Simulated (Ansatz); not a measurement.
**TiAl: a tetragonal deformation path**

One table from this session's results is given with a row withheld; the runs are named, their logs left out.

Program: Ansatz 0.2.0. Level of theory: DFT PBEsol, scalar-relativistic, plane waves, PAW. These are calculated values, not measurements.

**The starting structure**

It takes space group P4/mmm (No. 123, tetragonal). The conventional cell has a = 2.837 Å, b = 2.837 Å, c = 4.059 Å, α = 90.00°, β = 90.00°, γ = 90.00°. Ti (site symmetry 4/mmm) is surrounded by 4 Ti at 2.84 Å and 8 Al at 2.85 Å. Al (site symmetry 4/mmm) is surrounded by 4 Al at 2.84 Å and 8 Ti at 2.85 Å.

Structure file:

```
CELL_PARAMETERS angstrom
2.83730 0.00000 0.00000
0.00000 2.83730 0.00000
0.00000 0.00000 4.05910
ATOMIC_POSITIONS crystal
Ti 0.00000 0.00000 0.00000
Al 0.50000 0.50000 0.50000
```

The cell is taken as given, not relaxed at this level.

**The reference cell**

Reference values: F = -2999.2611 eV; pressure -3.93 GPa; largest force 0.000 eV/Å; gap on the mesh none (metal). It was computed beforehand with the settings of the runs below.

Set-up of the first run:

At fixed volume and fractional coordinates, lengths along (0.000, 0.000, 1.000) are scaled against those across it; ρ is that ratio over its starting value.

File input.yaml:

```yaml
crystal:
  lattice:
    - [2.9952445238, 0.0, 0.0]
    - [0.0, 2.9952445238, 0.0]
    - [0.0, 0.0, 3.6422998941]
  atoms:
    - { symbol: Ti, position: [0.0, 0.0, 0.0] }
    - { symbol: Al, position: [0.5, 0.5, 0.5] }
basis:
  ecutwfc: 420
kpoints:
  mp_grid: { grid: [18, 18, 14] }
hamiltonian:
  xc: pbesol
scf:
  occupations: { method: gaussian, width: 0.15 }
output:
  forces: true
  stress: true
  eigenvalues: true
  write_density: true
  write_potential: true
  elf: true
  volumetric_format: npy
```

Launch:

```sh
$ ansatz run input.yaml --threads 1 --pin off --max-ram 2560MiB --backend cpu --events-out ev --progress --plain --runs-dir out
```

Steps of the session up to this table: ρ = 0.850; At ρ = 1.200; ρ = 0.920; ρ = 1.100; ρ = 0.960; Point ρ = 1.050; Point ρ = 0.800; At ρ = 1.300.

One of the session's tables, all rows but one given; the rest of the session is left out.

| ρ | ΔE (meV/atom) | pressure (GPa) |
| --- | --- | --- |
| 0.800 | 95.8 | -4.1 |
| 0.850 | ? | ? |
| 0.920 | 19.4 | -4.1 |
| 0.960 | 6.3 | -4.0 |
| 1.000 | 0.0 | -3.9 |
| 1.050 | 4.0 | -3.9 |
| 1.100 | 21.4 | -3.9 |
| 1.200 | 93.9 | -3.4 |
| 1.300 | 222.0 | -1.9 |

Estimate the missing values for ρ = 0.850.

Worked estimate for «ΔE (meV/atom)». A straight line through the neighbours (0.800, 95.8) and (0.920, 19.4) gives 95.8 + (19.4 − 95.8) × (0.850 − 0.800) / (0.920 − 0.800) = 64.0; a parabola fitted to 3 rows on both sides gives 57.2.

The run gave: ΔE (meV/atom): 59.1; pressure (GPa): -4.1. In «ΔE (meV/atom)» the line misses by +4.9 and the parabola by -1.9.
